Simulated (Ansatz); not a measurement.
# NbTe2: from the listed structure to its properties

This session takes NbTe2 and sets out to relax cell and atoms.

Computed with Ansatz 0.2.0 (DFT r2SCAN, scalar-relativistic, plane waves, PAW, unless a step's input says otherwise).

### 1 The starting structure

It takes space group P-3m1 (No. 164, trigonal). Conventional cell: a = 3.720 Å, b = 3.720 Å, c = 7.148 Å, α = 90.00°, β = 90.00°, γ = 120.00°. Around Nb (site symmetry -3m) lie 6 Te at 2.81 Å. Te (site symmetry 3m) has 3 Nb at 2.81 Å as nearest neighbours.

Coordinates:

```cif
data_structure
_symmetry_space_group_name_H-M 'P 1'
_symmetry_Int_Tables_number 1
_cell_length_a 3.7205
_cell_length_b 3.7205
_cell_length_c 7.1483
_cell_angle_alpha 90.000
_cell_angle_beta 90.000
_cell_angle_gamma 120.000
_cell_volume 85.69
loop_
_atom_site_label
_atom_site_type_symbol
_atom_site_fract_x
_atom_site_fract_y
_atom_site_fract_z
_atom_site_occupancy
Nb1 Nb 0.00000 0.00000 0.00000 1
Te1 Te 0.66667 0.33333 0.74563 1
Te2 Te 0.33333 0.66667 0.25437 1
```

The structure comes from the Materials Project (structure only). Such an entry need not be the stable form.

(A quick probe on a coarse mesh, which set the mesh and smearing, is not shown.)

### 3 The relaxation

File input.yaml:

```yaml
crystal:
  lattice:
    - [3.7204640793, 0.0, 0.0]
    - [-1.8602320397, 3.2220164065, 0.0]
    - [0.0, 0.0, 7.1482664684]
  atoms:
    - { symbol: Nb, position: [0.0, 0.0, 0.0], spin: -0.45 }
    - { symbol: Te, position: [0.66666667, 0.33333333, 0.74563223] }
    - { symbol: Te, position: [0.33333333, 0.66666667, 0.25436777] }
basis:
  ecutwfc: 500
kpoints:
  mp_grid: { grid: [15, 15, 6] }
hamiltonian:
  xc: r2scan
scf:
  occupations: { method: gaussian, width: 0.1 }
output:
  forces: true
  stress: true
  eigenvalues: true
  populations: true
  write_density: true
  write_potential: true
  elf: true
  volumetric_format: npy
magnetization:
  spin_polarized: true
relax:
  adjacent_minimum: "off"
  f_tol: 0.005
  max_steps: 80
  cell: { stress_tol: 0.05 }
```

The run is started by

```bash
$ ansatz run input.yaml --threads 1 --pin off --max-ram 2560MiB --backend cpu --events-out ev --progress --plain --runs-dir out
```

Before running it: what results should come out? Wanted: relaxed cell; volume; formation energy.

**Answer**, as computed:

```
                                                               quantity                                                                       value
                                                           relaxed cell  a = 3.714 Å, b = 3.714 Å, c = 7.142 Å, α = 90.00°, β = 90.00°, γ = 120.00°
                                                   space group (0.01 Å)                                                             P-3m1 (No. 164)
                                                                 volume                                                               28.44 Å³/atom
formation energy (elements from runs with the same settings, not shown)                                                               -0.51 eV/atom
```

Relaxation left the volume within 0.5 % of the start. Other magnetic orders or occupations could lie lower; they were not searched in full. These runs have no spin-orbit coupling; with Te it would split and shift bands. Layers here are held mostly by dispersion, which this level lacks, so their spacing and the stiffness across them are unreliable.
